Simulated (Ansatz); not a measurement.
# MnS: the cost of one run

Method: DFT PBEsol, scalar-relativistic, plane waves, PAW, in Ansatz 0.2.0.

The COD entry's cell or inner coordinates are ideal or old and differ from later refinements, so a difference from it is no clean test against experiment.

## 1. The structure to begin with

Symmetry: Fm-3m, No. 225, cubic system. Conventional cell: a = 5.209 Å, b = 5.209 Å, c = 5.209 Å, α = 90.00°, β = 90.00°, γ = 90.00°. Mn (site symmetry m-3m) has 6 S at 2.60 Å as nearest neighbours. S (site symmetry m-3m) is surrounded by 6 Mn at 2.60 Å.

Coordinates:

```cif
data_structure
_symmetry_space_group_name_H-M 'Fm-3m'
_symmetry_Int_Tables_number 225
_cell_length_a 5.2090
_cell_length_b 5.2090
_cell_length_c 5.2090
_cell_angle_alpha 90.000
_cell_angle_beta 90.000
_cell_angle_gamma 90.000
_cell_volume 141.34
loop_
_atom_site_label
_atom_site_type_symbol
_atom_site_symmetry_multiplicity
_atom_site_Wyckoff_symbol
_atom_site_fract_x
_atom_site_fract_y
_atom_site_fract_z
_atom_site_occupancy
Mn1 Mn 4 a 0.00000 0.00000 0.00000 1
S1 S 4 b 0.50000 0.00000 0.00000 1
```

The structure comes from the Crystallography Open Database.

## 2. Self-consistent density

The input, input.yaml:

```yaml
crystal:
  lattice:
    - [0.0, 2.6045, 2.6045]
    - [2.6045, 0.0, 2.6045]
    - [2.6045, 2.6045, 0.0]
  atoms:
    - { symbol: Mn, position: [0.0, 0.0, 0.0], spin: 4.0 }
    - { symbol: S, position: [0.5, 0.5, 0.5] }
magnetization:
  spin_polarized: true
basis:
  ecutwfc: 500
  fft_grid_basis: typed
kpoints:
  mp_grid: { grid: [10, 10, 10] }
hamiltonian:
  xc: pbesol
  pseudopotentials: { kind: paw }
scf:
  occupations: { method: gaussian, width: 0.05 }
output:
  forces: true
  stress: true
  eigenvalues: true
  bader: true
  write_density: true
  volumetric_format: npy
  populations: true
  elf: true
```

Command:

```console
ansatz run input.yaml --threads 2 --pin off --max-ram 4096MiB --backend cpu --events-out ev --progress --plain --runs-dir out
```

What time and memory should one allow on 2 threads of Arm Neoverse N1, shared host?

About 16 s, with a peak of 0.36 GiB.
